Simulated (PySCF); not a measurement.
# C7H15NO (N,N-Diethylpropionamide): the cost of one run

The runs use PySCF 2.14.0, with density-fitted response routines of our own; the level of theory stands in each step. All values are computed, except where a source is named. Atoms count from 0, in the outputs and in this text.

## Step 1: The molecule as given

24 atoms, charge 0, multiplicity 1; geometry from: GFN2-xTB. The atoms were then displaced at random by about 0.01 Å, so the start is not that level's minimum.

Bonds of the start (Å): C0–C1 1.54, C1–C2 1.54, C2–O3 1.21, C2–N4 1.34, N4–C5 1.46, C5–C6 1.52, N4–C7 1.43, C7–C8 1.54, C0–H9 1.09, C0–H10 1.06, C0–H11 1.09, C1–H12 1.08, C1–H13 1.10, C5–H14 1.09, C5–H15 1.09, C6–H16 1.09, C6–H17 1.10, C6–H18 1.08, C7–H19 1.08, C7–H20 1.11, C8–H21 1.06, C8–H22 1.10, C8–H23 1.10.

## Step 2: Geometry optimisation at PBE0-D3(BJ)/def2-SVP

What the job is given:

```
{"job": {"xc": "PBE0", "basis": "def2-SVP", "d3": "d3bj", "grid": 1, "shake": 0.01, "kind": "geom"}, "charge": 0, "multiplicity": 1}
C      3.132060    -0.272620    -0.985700
C      1.939050     0.102490    -0.078520
C      0.614090    -0.409200    -0.666210
O      0.633900    -1.076970    -1.673830
N     -0.505270    -0.092670     0.002050
C     -0.579980     0.726220     1.207120
C     -0.803570     2.198740     0.899040
C     -1.749140    -0.557880    -0.532870
C     -2.170700    -1.900140     0.093800
H      2.963420     0.191490    -1.962310
H      3.165140    -1.327420    -1.106160
H      4.052860     0.118470    -0.565140
H      2.068780    -0.339580     0.895540
H      1.872950     1.191680     0.062290
H      0.335030     0.599220     1.792350
H     -1.403300     0.358160     1.826200
H     -0.842680     2.785150     1.819660
H     -1.765330     2.341510     0.380420
H     -0.019570     2.584810     0.272890
H     -1.660070    -0.671200    -1.601270
H     -2.549950     0.189480    -0.347620
H     -2.262230    -1.855500     1.146480
H     -1.406560    -2.639590    -0.179680
H     -3.123200    -2.225060    -0.350020
```

Run with:

```
$ OMP_NUM_THREADS=1 python probes_run.py task.json out
```

One launch serves the whole session: the jobs run in the order shown.

Q: Estimate the wall time and peak memory of this first job on 1 thread of Arm Neoverse N1, shared host.

About 4.7 min, with a peak of 0.88 GiB.
